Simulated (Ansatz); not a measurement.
# Rb3Cd and its free atoms: a cohesive energy from free atoms

Run with the Python package of Ansatz (0.2.0).

`cohesive_rb3cd.py`
```python
"""Binding of Rb3Cd against spin-polarised atoms in a box."""

from collections import Counter
import warnings

import ansatz

PHASES = {
    "Rb3Cd": (
        [[0.0, 5.001006, 5.001006], [5.001006, 0.0, 5.001006], [5.001006, 5.001006, 0.0]],
        [
            ("Rb", [0.25, 0.25, 0.25]),
            ("Rb", [0.75, 0.75, 0.75]),
            ("Rb", [0.5, 0.5, 0.5]),
            ("Cd", [0.0, 0.0, 0.0]),
        ],
    ),
}


def build(vectors, sites):
    crystal = ansatz.Crystal(lattice=ansatz.Lattice.of(vectors))
    for symbol, position in sites:
        crystal = crystal.atom(symbol, position)
    return crystal


def counts(outcome):
    return Counter(site.symbol for site in outcome.lattice.sites)

UNPAIRED = {"Rb": 1, "Cd": 0}  # unpaired electrons of the free atoms


def ground_state(name, crystal):
    calc = (
        crystal.calculation()
        .functional("PBEsol")
        .basis(47 * ansatz.Ry)
        .scf(lower_state_search="standard")
        .kpoints(spacing=0.26)
        .occupations("gaussian", width=0.02)  # the run then minimises F = E - TS
    )
    if name.endswith(" atom"):
        calc = calc.kpoints(1, 1, 1).occupations("fermi_dirac", width=0.01)
        if UNPAIRED[name.split()[0]]:
            calc = calc.spin("collinear")
        return calc.run(threads=1, pin="off")
    calc = calc.relax(force_tolerance=0.02, cell=True)
    return calc.run(threads=1, pin="off")

warnings.simplefilter("ignore", ansatz.DeckWarning)

phases = {name: build(*cell) for name, cell in PHASES.items()}
# free atoms: a low-symmetry box, moments by the rule of Hund
for element, moment in UNPAIRED.items():
    phases[f"{element} atom"] = ansatz.Lattice.orthorhombic(9.0, 9.5, 10.0).atom(element, (0.5, 0.5, 0.5), moment=moment or None)

done = {}
for name, crystal in phases.items():
    done[name] = ground_state(name, crystal)
    print(f"{name}: {done[name].report['energy_sigma0_ev']:.4f} eV, {len(done[name].lattice.sites)} atoms")

print({element: round(done[f"{element} atom"].report["magnetization_mub"], 2) for element in UNPAIRED}, "muB on the free atoms")
solid = done["Rb3Cd"]
n = counts(solid)
binding = (sum(k * done[f"{e} atom"].report["energy_sigma0_ev"] for e, k in n.items()) - solid.report["energy_sigma0_ev"]) / sum(n.values())
print(f"cohesive energy {binding:.3f} eV/atom = {96.4853 * binding:.0f} kJ/mol of atoms (no zero-point energy)")
```

```console
$ python cohesive_rb3cd.py
--- The result so far, ahead of a search for a lower minimum behind the relaxation; the run's own can be another ---
--- Relaxed structure (4 steps of the walk, 4 accepted, 1 SCFs on fresh bases) ---
  F+E_penalty+E_count = -17834.64491125 eV   max|allowed force component| = 9.714e-17 eV/Å   (the final SCF, on the basis selected at the relaxed cell)
to start a new deck from the relaxed geometry:
  # the rows under cell: are crystal.lattice (Å); those under atoms: are crystal.atoms (fractional)
  # these rows hold no starting moments: give each atom its spin and spin_axis again (relax.cell in the manual, under Limitations, says where they stand)
  # drop crystal.checkpoint, crystal.saddle_side [...]
  # these rows already include their effect, but for a slab's crystal.periodic that crystal.checkpoint laid: type that, and under magnetization.per_species the moments by species that it laid
  # where hamiltonian.xc.exx.coeff was left to the run, type the fraction that it took
  # where crystal.lattice changes, lay crystal.conventional_axes and each constraint's lattice_plane and lattice_line anew on its vectors; on these sites an outside_sphere can name other atoms (type this run's as sites)
  # the words of relax.cell.fix then name these vectors, unless crystal.conventional_axes gives the axes of a cell which the run reduced
  # or, where this run's checkpoint.write kept a state, name that directory under crystal.checkpoint in the place of these rows (where a search for an adjacent minimum keeps one, it gives that one: for these rows its steps/00-relax/state), with the other keys dropped all the same: its cell and atoms come with the starting moments that the new deck's spin treatment reads
  # drop the old deck's checkpoint.read (its saved state can only seed a run with the same cell) and give checkpoint.write a new directory
  cell:  # Å, volume = 225.5183 Å³
    - [-4.585834829606032e-34, 4.831150726678321, 4.831150726678321]
    - [4.831150726678321, 9.17166965921206e-34, 4.831150726678321]
    - [4.831150726678321, 4.831150726678321, 1.948979802582563e-33]
  atoms:
    - { symbol: Rb, position: [0.25, 0.25, 0.25] }
    - { symbol: Rb, position: [0.7500000000000001, 0.7500000000000001, 0.7500000000000001] }
    - { symbol: Rb, position: [0.5, 0.5, 0.5] }
    - { symbol: Cd, position: [-2.7218345903528003e-34, -1.2998414932042215e-33, 3.3570630463327e-33] }
Rb3Cd: -17834.6443 eV, 4 atoms
Rb atom: -3216.2939 eV, 1 atoms
Cd atom: -8182.8726 eV, 1 atoms
{'Rb': 1.0, 'Cd': 0.0} muB on the free atoms
cohesive energy 0.722 eV/atom = 70 kJ/mol of atoms (no zero-point energy)
```

What to keep in mind:
- These settings explore the input space; cutoff and mesh may be short of convergence.
- Other magnetic orders than the one started from may lie lower.
- For the metals among these phases the mesh is modest: differences between phases can be off by up to 40 meV an atom.
- The cells come from databases of deposited and of computed structures, and not all need be stable phases.
- Free atoms in a box carry small image and symmetry errors, and spin-orbit coupling is left out.
- The script silences the warnings on its input, which a real study should read.
- Run time: 2.4 min on 1 thread of Arm Neoverse N1, on a shared host, peak memory 1 GiB.
